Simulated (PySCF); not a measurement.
# C4HClO2S: electronic excitations

Aim: predict the electronic excitations of C4HClO2S (`O=CC(=O)C(Cl)=C=S`).

Programs: PySCF 2.14.0, with density-fitted response routines of our own. Each step states its level of theory. These are calculated values for one molecule in the gas phase, unless marked as measured. Atoms are numbered from 0 throughout.

### Step 1. The starting structure

9 atoms, charge 0, multiplicity 1; geometry from: GFN2-xTB.

Bonds of the start (Å): O0–C1 1.20, C1–C2 1.51, C2–O3 1.21, C2–C4 1.45, C4–Cl5 1.74, C4–C6 1.33, C6–S7 1.55, C1–H8 1.10.

### Step 2. TDDFT and polarisability: CAM-B3LYP/def2-SVPD

What the job is given:

```
{"job": {"kind": "uv", "xc": "CAM-B3LYP", "basis": "def2-SVPD", "nstates": 8, "ntriplets": 3}, "charge": 0, "multiplicity": 1}
O     -0.704664    -1.580150     0.036992
C     -1.319843    -0.564779    -0.154052
C     -0.618641     0.776094    -0.173198
O     -1.189251     1.827465    -0.360698
C      0.792793     0.567699     0.065903
Cl     1.826980     1.964779     0.098517
C      1.333988    -0.631676     0.262100
S      2.297428    -1.814853     0.519780
H     -2.405228    -0.538585    -0.320523
```

Method: TDDFT CAM-B3LYP/def2-SVPD, vertical, gas phase, core orbitals frozen in the response.

Launch:

```
OMP_NUM_THREADS=1 python probes_run.py task.json out
```

This one command runs all jobs of the session in turn.

Predict these results of the whole session: lowest singlet (CAM-B3LYP/def2-SVPD); brightest single state of those computed; lowest triplet.

**Answer**, as computed:

```
                                quantity                        value
    lowest singlet (CAM-B3LYP/def2-SVPD)  2.48 eV (499 nm), f = 0.000
brightest single state of those computed  state 5, 4.62 eV, f = 0.139
                          lowest triplet                      2.22 eV
```

What this shows: The lowest singlet, at 2.48 eV, is HOMO→LUMO+1 0.97 and is dark; of the 8 states computed, the strongest absorption comes from state 5 at 4.62 eV. The lowest triplet lies 0.26 eV below the lowest singlet (triplets in Tamm-Dancoff, singlets in full TDDFT).
